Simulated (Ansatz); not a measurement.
# Bi: the cost of one run

Program: Ansatz 0.2.0. Level of theory: DFT PBE+D3(BJ), scalar-relativistic, plane waves, PAW. These are calculated values, not measurements.

The COD entry's cell or inner coordinates are ideal or old and differ from later refinements, so a difference from it is no clean test against experiment.

2 further runs of the same task are left out: 1 that didn't finish, 1 set aside as unsound or not needed.

## 1. The system as given

Symmetry: R-3m, No. 166, trigonal system. The conventional cell has a = 4.535 Å, b = 4.535 Å, c = 11.645 Å, α = 90.00°, β = 90.00°, γ = 120.00°. Bi (site symmetry 3m) is surrounded by 6 Bi at 3.09 to 3.45 Å.

Coordinates:

```xyz
2
Lattice="2.2673 1.3091 3.8817 -2.2673 1.3091 3.8817 0.0000 -2.6181 3.8817" Properties=species:S:1:pos:R:3 pbc="T T T"
Bi    0.0000    0.0000    2.7614
Bi    0.0000    0.0000    8.8838
```

It is the result of an earlier relaxation at this level (volume 34.56 Å³/atom; gap on the mesh: none (metal)).

## 2. Electronic structure at the relaxed geometry

input.yaml reads:

```yaml
crystal:
  lattice:
    - [2.2673427637, 1.309050955, 3.8817322846]
    - [-2.2673427637, 1.309050955, 3.8817322846]
    - [0.0, -2.6181019099, 3.8817322846]
  atoms:
    - { symbol: Bi, position: [0.2371283434, 0.2371283434, 0.2371283434] }
    - { symbol: Bi, position: [0.7628716566, 0.7628716566, 0.7628716566] }
basis:
  ecutwfc: 420
kpoints:
  mp_grid: { grid: [12, 12, 12] }
  band_path:
    path:
      - [[0.0, 0.0, 0.0], [0.5, 0.5, 0.5], [0.75751562, 0.24248438, 0.5]]
      - [[0.5, -0.24248438, 0.24248438], [0.5, 0.0, 0.0], [0.0, 0.0, 0.0], [0.37124219, -0.37124219, 0.0]]
      - [[0.62875781, 0.0, 0.37124219], [0.5, 0.0, 0.5], [0.0, 0.0, 0.0]]
    npoints: 14
hamiltonian:
  xc: pbe
  dispersion: d3bj
scf:
  occupations: { method: gaussian, width: 0.1 }
  n_extra_bands: 6
output:
  forces: true
  stress: true
  eigenvalues: true
  populations: true
  dos: { projected: true, de: 0.02, nscf_kmesh: { grid: [18, 18, 18] } }
  bader: true
  write_density: true
  write_potential: true
  elf: true
  volumetric_format: npy
```

Command:

```sh
ansatz run input.yaml --threads 1 --pin off --max-ram 2560MiB --backend cpu --events-out ev --progress --plain --runs-dir out
```

Q: Estimate wall time and peak memory on 1 thread of Intel Xeon 6975P-C (Granite Rapids), shared host.

About 35 s, with a peak of 0.76 GiB.
